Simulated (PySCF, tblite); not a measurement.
# C6H8N radical: geometry, infrared bands and EPR parameters

Aim: predict the infrared bands and EPR parameters of C6H8N radical (`C[C@@H](N)/C=C1[C]=C\1`).

The runs use tblite 0.8.0 and PySCF 2.14.0, with density-fitted response routines of our own; the level of theory stands in each step. All values are computed, except where a source is named. Atoms count from 0, in the outputs and in this text.

## (1) Starting geometry

15 atoms, charge 0, multiplicity 2; geometry from: force field or distance geometry start.

Bonds of the start (Å): C0–C1 1.50, C1–N2 1.43, C1–C3 1.49, C3–C4 1.32, C4–C5 1.45, C5–C6 1.33, C6–C4 1.47, C0–H7 1.10, C0–H8 1.11, C0–H9 1.09, C1–H10 1.11, N2–H11 1.05, N2–H12 1.06, C3–H13 1.07, C6–H14 1.07.

## (2) Relaxing the molecule with GFN2-xTB

The job: settings as JSON, then the geometry in Å.

```
{"job": {"kind": "relax", "xc": "GFN2-xTB", "basis": "xTB"}, "charge": 0, "multiplicity": 2}
C     -0.885000     1.218600    -0.027900
C     -0.826100    -0.281000    -0.058300
N     -1.841100    -0.918800    -0.831400
C      0.484900    -0.664600    -0.662900
C      1.577900    -0.237500    -0.067700
C      2.403700     0.464600     0.890600
C      3.047400    -0.185600    -0.071400
H     -1.524000     1.537200     0.812100
H      0.146600     1.589900     0.152200
H     -1.340200     1.599400    -0.945300
H     -0.863000    -0.665500     0.982900
H     -2.360600    -0.196800    -1.396800
H     -2.516700    -1.500800    -0.258100
H      0.509800    -1.284200    -1.532000
H      3.982000    -0.466700    -0.513700
```

Run with:

```sh
$ OMP_NUM_THREADS=1 python probes_run.py task.json out
```

This one command runs all jobs of the session in turn.

**Question.** This job is followed by: GFN2-xTB harmonic vibrations, gas phase; UKS B3LYP, pcH-1 on C H N, non-relativistic, mean-field spin-orbit, GIAO. Predict these results of the whole session: strongest single infrared mode (GFN2-xTB); zero-point energy (GFN2-xTB); g(iso) (B3LYP); ⟨S²⟩; largest a(iso) (averaged by class); potential on the surface of density 0.002 e/bohr³, 1st and 99th percentile.

As calculated:

| quantity | value |
| --- | --- |
| strongest single infrared mode (GFN2-xTB) | 888 cm⁻¹, 282 km/mol |
| zero-point energy (GFN2-xTB) | 74.3 kcal/mol |
| g(iso) (B3LYP) | 2.00262 |
| ⟨S²⟩ | 0.767 (exact 0.75) |
| largest a(iso) (averaged by class) | 13C on C5, 102.3 MHz |
| potential on the surface of density 0.002 e/bohr³, 1st and 99th percentile | -1.81 V and 1.56 V |

In words: The optimisation took 68 steps and gained 0.559 eV; among the close pairs (by a distance rule), C4–C6 changed most, from 1.470 to 1.416 Å. All 39 modes are real, so the xTB geometry is a minimum. The strongest single mode, at 888 cm⁻¹, is spread over several atoms, H14, H12, H11, N2 among them. Unscaled tight-binding wavenumbers are off by several per cent, some by more. Its intensities can rank the bands wrongly. C3 carries the largest spin population, 0.50 e. The isotropic g lies 0.3 ppt above the free-electron value. These values are for one conformer; the search (at its own cheap level) found 1 more, at 0.10 kcal/mol, and measured spectra average over such forms.
